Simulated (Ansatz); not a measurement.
# Hf2Pd2Se2Br2O3 (Cm) in Ansatz: band structure with PBEsol

Aim: the band structure of Hf2Pd2Se2Br2O3 with PBEsol.

Everything below comes from runs of Ansatz 0.2.0. Logs are shortened: lines on timing, memory, paths and dates and some standing lists are left out, and cuts for length are marked.

### Step 1. The structure

The structure is monoclinic, space group Cm (No. 8). Conventional cell: a = 15.354 Å, b = 3.419 Å, c = 13.208 Å, α = 90.00°, β = 107.63°, γ = 90.00°. Hf (site symmetry m) has 3 O at 1.97 to 2.13 Å as nearest neighbours. Hf (site symmetry m) has 3 O at 1.87 to 2.09 Å as nearest neighbours. Pd (site symmetry m) has 2 O at 2.23 Å and 2 Se at 2.41 Å as nearest neighbours. Pd (site symmetry m) is surrounded by 4 Se at 2.42 to 2.60 Å. Around Se (site symmetry m) lie 2 Pd at 2.42 Å and 1 Hf at 2.76 Å. Se (site symmetry m) has 4 Pd at 2.41 to 2.60 Å as nearest neighbours. Around Br (site symmetry m) lie 3 Hf at 2.82 to 3.06 Å and 3 O at 3.21 to 3.22 Å. Br (site symmetry m) is surrounded by 2 Hf at 2.73 Å.

The cell was built by a generator and needn't be a form met in nature.

### Step 2. Band structure, PBEsol

The input, input.yaml:

```yaml
crystal:
  lattice:
    - [7.58666, -1.70971, -1.17576]
    - [7.58666, 1.70971, -1.17576]
    - [-2.02446, 0.0, 13.05155]
  atoms:
    - { symbol: Hf, position: [0.94514, 0.94514, 0.06144] }
    - { symbol: Hf, position: [0.60628, 0.60628, 0.28309] }
    - { symbol: Pd, position: [0.1792, 0.1792, 0.50964] }
    - { symbol: Pd, position: [0.32286, 0.32286, 0.74307] }
    - { symbol: Se, position: [0.92232, 0.92232, 0.84566] }
    - { symbol: Se, position: [0.78991, 0.78991, 0.588] }
    - { symbol: Br, position: [0.58645, 0.58645, 0.0452] }
    - { symbol: Br, position: [0.24604, 0.24604, 0.28651] }
    - { symbol: O, position: [0.59701, 0.59701, 0.42127] }
    - { symbol: O, position: [0.38554, 0.38554, 0.07302] }
    - { symbol: O, position: [0.03094, 0.03094, 0.22169] }
hamiltonian:
  xc: pbesol
  pseudopotentials: { kind: paw }
kpoints:
  mp_grid: { grid: [8, 8, 2] }
  band_path:
    path:
      - [[0.0, 0.0, 0.0], [0.5, 0.5, -1.0], [0.3682145576, 0.3682145576, -1.1708748028], [0.5, 0.5, -0.5], [0.7411549895, 0.2588450105, -0.5]]
      - [[0.2588450105, -0.2588450105, 0.5], [0.0, 0.0, 0.5], [0.6317854424, 0.6317854424, 0.1708748028]]
      - [[0.5, 0.5, -1.0], [0.7275117419, 0.2724882581, -1.0]]
      - [[0.2724882581, -0.2724882581, 0.0], [0.0, 0.0, 0.0], [0.5, 0.0, -0.5]]
      - [[0.5, 0.0, 0.0], [0.0, 0.0, 0.0]]
    npoints: 10
scf:
  occupations: { method: fermi_dirac, width: 0.05 }
  n_extra_bands: 27
output:
  forces: true
  stress: true
  eigenvalues: true
  fatbands: false
```

Potentials or basis: Ansatz PAW.

On the command line:

```
$ ansatz run input.yaml --threads 8 --pin off --max-ram 20480MiB --backend cpu --events-out ev --progress --plain --runs-dir out
```

What it wrote:

```text
Warning: RAYON_NUM_THREADS=8 ignored (pool sized by the plan → 8); use --threads N
basis.fft_grid_basis auto: the FFT boxes are laid along the combinations [[1, -1, 0], [0, 1, 0], [0, 0, 1]] of the cell's own vectors, 3.419, 7.865 and 13.208 Å long. The dense box has 24×54×90 points. Along the cell's own vectors, as sized, it would have 54×54×90, 2.25 times as many. Of the 2 symmetry operations that the crystal satisfies within crystal.symmetry.tolerance (time reversal apart; of a slab, those that keep its plane) the dense box along the cell's own vectors carries 2, and the one as laid loses 1 of those. basis.fft_grid_basis: typed keeps the cell's own vectors: state it where this run's energies or levels are differenced outside the engine with another run's, or held beside a run that keeps those vectors.
scf.n_extra_bands = 27 over 76 filled bands (N_el = 152.0): the run solves 103 bands
Engine: ansatz 0.2.0, aarch64-unknown-linux-gnu
Pseudopotentials: kind: paw
Pseudopotential: Hf, paw, valence charge 26, recommended cutoff 420 eV (normal), Hf.paw.azcp
Pseudopotential: Pd, paw, valence charge 18, recommended cutoff 420 eV (normal), Pd.paw.azcp
Pseudopotential: Se, paw, valence charge 16, recommended cutoff 420 eV (normal), Se.paw.azcp
[... 83 lines left out ...]
        0.000000      -3.337207       0.000000
       -0.730787       0.000000      -2.349721
  P = ⅓ Tr σ = -2.4764 GPa (-24.764 kbar)
--- Band table (eV; the first three rows and the last of 42) ---
  k-point 0: bands = ["-79.0414", "-78.9989", "-57.9739", "-57.9529", "-45.0395", "-45.0178", "-45.0151", "-44.9783", "-44.3922", "-44.3057", "-43.0861", "-43.0836", "-43.0406", "-43.0162", "-43.0070", "-42.6977", "-42.6961", "-42.5984", "-42.5605", "-42.5389", "-26.8839", "-26.7903", "-26.7586", "-26.6636", "-26.6078", "-26.5660", "-14.4606", "-13.7048", "-12.9750", "-10.8376", "-10.6632", "-8.6396", "-8.0229", "-7.9183", "-7.8909", "-7.8840", "-7.8735", "-7.8714", "-7.8607", "-7.8546", "-7.8395", "-7.8330", "-7.8090", "-7.8079", "-7.8055", "-7.7730", "-7.7617", "-1.8608", "-0.9761", "-0.8590", "-0.7856", "-0.4577", "-0.2986", "-0.1375", "0.0971", "0.6926", "0.8243", "1.0281", "1.0661", "1.1739", "1.2130", "1.5642", "1.8352", "1.9161", "2.2476", "2.3232", "2.5358", "2.9807", "3.0106", "3.0594", "3.2504", "3.5437", "3.5594", "3.9456", "4.2548", "4.4847", "5.7995", "6.6413", "7.1477", "7.4686", "7.6385", "7.8347", "7.9890", "8.0850", "8.4609", "8.6399", "9.2507", "9.7332", "10.0862", "10.3398", "10.4086", "10.4553", "11.2395", "11.2483", "11.5612", "11.9260", "12.0255", "12.3560", "12.5182", "13.0444", "13.4913", "13.8819", "14.1010"]
  k-point 1: bands = ["-79.0414", "-78.9989", "-57.9739", "-57.9529", "-45.0395", "-45.0178", "-45.0151", "-44.9783", "-44.3922", "-44.3057", "-43.0861", "-43.0836", "-43.0406", "-43.0162", "-43.0070", "-42.6977", "-42.6961", "-42.5984", "-42.5605", "-42.5389", "-26.8839", "-26.7903", "-26.7586", "-26.6636", "-26.6078", "-26.5660", "-14.4606", "-13.7048", "-12.9750", "-10.8375", "-10.6634", "-8.6378", "-8.0224", "-7.9183", "-7.8909", "-7.8846", "-7.8735", "-7.8712", "-7.8607", "-7.8547", "-7.8395", "-7.8294", "-7.8143", "-7.8090", "-7.8055", "-7.7716", "-7.7627", "-1.8558", "-0.8719", "-0.8594", "-0.7853", "-0.5706", "-0.2989", "-0.1356", "0.0013", "0.6753", "0.8295", "1.0243", "1.0615", "1.1700", "1.4368", "1.4853", "1.8478", "2.0292", "2.2564", "2.2610", "2.5292", "2.9146", "2.9917", "3.0711", "3.1826", "3.5609", "3.6328", "3.9382", "4.2795", "4.3807", "5.8175", "6.6307", "7.0781", "7.4878", "7.7030", "7.9230", "8.0361", "8.2317", "8.5119", "8.6030", "8.9738", "9.4328", "10.0321", "10.4103", "10.4577", "10.7881", "11.2397", "11.3904", "11.5691", "11.9169", "12.0201", "12.2028", "12.4086", "13.0657", "13.3943", "13.7951", "14.1947"]
  k-point 2: bands = ["-79.0413", "-78.9988", "-57.9724", "-57.9517", "-45.0421", "-45.0205", "-45.0151", "-44.9783", "-44.3920", "-44.3055", "-43.0859", "-43.0834", "-43.0406", "-43.0161", "-43.0071", "-42.6977", "-42.6959", "-42.5984", "-42.5605", "-42.5389", "-26.8768", "-26.7911", "-26.7550", "-26.6713", "-26.6464", "-26.6225", "-14.3990", "-13.5819", "-12.9621", "-10.7879", "-10.6140", "-8.5459", "-7.9851", "-7.9185", "-7.8923", "-7.8796", "-7.8767", "-7.8685", "-7.8611", "-7.8533", "-7.8401", "-7.8255", "-7.8176", "-7.8102", "-7.7969", "-7.7725", "-7.7634", "-1.6967", "-1.1604", "-0.8456", "-0.7433", "-0.5575", "-0.1839", "0.1117", "0.2694", "0.6416", "0.8030", "0.9099", "1.0403", "1.1796", "1.2002", "1.5746", "1.6380", "1.9707", "2.0358", "2.1824", "2.3490", "2.4376", "2.8715", "3.1930", "3.2155", "3.5065", "3.7183", "4.0042", "4.1804", "4.5509", "5.4136", "6.5395", "6.7927", "7.4079", "7.7699", "7.9158", "8.1379", "8.3277", "8.5912", "8.7292", "9.4550", "9.7785", "10.0140", "10.2792", "10.4717", "10.6563", "11.0044", "11.4156", "11.8700", "12.2663", "12.5849", "12.8333", "12.9022", "13.4497", "13.6137", "13.8054", "14.1231"]
  k-point 41: bands = ["-79.0414", "-78.9989", "-57.9739", "-57.9529", "-45.0395", "-45.0178", "-45.0151", "-44.9783", "-44.3922", "-44.3057", "-43.0861", "-43.0836", "-43.0406", "-43.0162", "-43.0070", "-42.6977", "-42.6961", "-42.5984", "-42.5605", "-42.5389", "-26.8839", "-26.7903", "-26.7586", "-26.6636", "-26.6078", "-26.5660", "-14.4602", "-13.7047", "-12.9750", "-10.8404", "-10.6619", "-8.6395", "-8.0229", "-7.9183", "-7.8909", "-7.8840", "-7.8735", "-7.8714", "-7.8607", "-7.8546", "-7.8395", "-7.8330", "-7.8090", "-7.8081", "-7.8055", "-7.7730", "-7.7619", "-1.8504", "-0.9747", "-0.8588", "-0.7160", "-0.4195", "-0.2974", "-0.1373", "0.0745", "0.5764", "0.7588", "1.0281", "1.0732", "1.1488", "1.2529", "1.5239", "1.8398", "1.9259", "2.2475", "2.3209", "2.5313", "2.9875", "3.0105", "3.0597", "3.2549", "3.5429", "3.5589", "3.9336", "4.2490", "4.4787", "5.7996", "6.6484", "7.1474", "7.5458", "7.8382", "7.9120", "8.0828", "8.3999", "8.6355", "8.7213", "9.3515", "9.4520", "9.7794", "10.4533", "10.4605", "10.7567", "10.8356", "11.0794", "11.2494", "11.3911", "11.6418", "12.4459", "12.7097", "12.8903", "13.1194", "13.6082", "13.7036"]
```

Run time: 68 s. Hardware: 8 threads of Arm Neoverse V1, shared host; peak memory 2.9 GiB.

Results:

```
Free energy             : -63022.3127 eV
Pressure                : -2.5 GPa
Largest force           : 0.348 eV/Å
Band gap on the k mesh  : 0.81 eV, indirect (least direct gap 0.85 eV)
Band gap along the path : 0.62 eV, direct
```

Forces in eV/Å, atoms in the order of the input:
```
Hf   0.068  0.000  0.142
Hf  -0.060  0.000  0.103
Pd   0.161  0.000 -0.132
Pd   0.217  0.000 -0.079
Se  -0.254  0.000 -0.079
Se  -0.307  0.000  0.117
Br  -0.283  0.000  0.164
Br  -0.334  0.000  0.055
O    0.306  0.000 -0.122
O    0.335  0.000 -0.092
O    0.151  0.000 -0.076
```

Stress tensor (GPa, compression positive):
```
-1.74  0.00 -0.73
 0.00 -3.34  0.00
-0.73  0.00 -2.35
```

Levels at the corners of the path, in eV from the valence-band top:
| point | band 73 | band 74 | band 75 | band 76 | band 77 | band 78 | band 79 | band 80 |
| --- | --- | --- | --- | --- | --- | --- | --- | --- |
| Γ | -1.03 | -0.64 | -0.34 | -0.11 | 1.21 | 2.05 | 2.56 | 2.88 |
| Y | -0.97 | -0.67 | -0.32 | -0.19 | 1.23 | 2.05 | 2.49 | 2.99 |
| F | -1.02 | -0.66 | -0.33 | -0.14 | 1.22 | 2.05 | 2.53 | 2.97 |
| L | -1.03 | -0.66 | -0.34 | -0.11 | 1.21 | 2.06 | 2.56 | 2.96 |
| I | -0.93 | -0.84 | -0.65 | -0.44 | 1.31 | 1.82 | 2.69 | 2.79 |
| I1 | -0.93 | -0.84 | -0.65 | -0.44 | 1.31 | 1.82 | 2.69 | 2.79 |
| Z | -0.96 | -0.65 | -0.31 | -0.21 | 1.23 | 2.04 | 2.49 | 2.90 |
| F1 | -1.02 | -0.66 | -0.33 | -0.14 | 1.22 | 2.05 | 2.53 | 2.97 |
| Y | -0.97 | -0.67 | -0.32 | -0.19 | 1.23 | 2.05 | 2.49 | 2.99 |
| X1 | -0.98 | -0.77 | -0.65 | -0.42 | 1.30 | 1.80 | 2.64 | 2.77 |
| X | -0.98 | -0.77 | -0.65 | -0.42 | 1.30 | 1.80 | 2.64 | 2.77 |
| Γ | -1.03 | -0.64 | -0.34 | -0.11 | 1.21 | 2.05 | 2.56 | 2.88 |
| N | -0.93 | -0.84 | -0.65 | -0.44 | 1.31 | 1.84 | 2.69 | 2.81 |
| M | -0.94 | -0.84 | -0.64 | -0.44 | 1.32 | 1.83 | 2.70 | 2.80 |
| Γ | -1.03 | -0.64 | -0.34 | -0.11 | 1.21 | 2.05 | 2.56 | 2.88 |

Caveat: the k mesh misses the band edges, so the gap on the mesh is wider than the one along the path; spin-orbit coupling is left out, which moves the levels of the heavy elements; the PAW data sets come from PBE, with cores solved anew for the run's functional, which leaves a small shift of forces and pressure. PBEsol gaps usually lie below the measured ones, often by a third to a half.
